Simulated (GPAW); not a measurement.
Crystal: TiSn.

```xyz
2
Lattice="0.0000 2.8005 2.8005 2.8005 0.0000 2.8005 2.8005 2.8005 0.0000" Properties=species:S:1:pos:R:3 pbc="T T T"
Ti    0.0000    0.0000    0.0000
Sn    2.8005    2.8005    2.8005
```

The cell was built by a generator and needn't be a form met in nature.

Base run:

- Program: GPAW 26.7.0
- Functional: LDA
- Potentials or basis: the program's PAW data sets (release 1.2.1) made for this functional
- Cutoff: 600 eV
- Basis: pw
- k mesh: 8 × 8 × 8
- Occupations: fermi-dirac, width 0.05 eV
- Spin: no spin polarisation

Its results: pressure -6.7 GPa.

The run is repeated on the same cell with these changes: functional from LDA to revPBE. What comes out?

Pressure 1.3 GPa.

revPBE binds less tightly than LDA, so the same cell stands under more pressure.
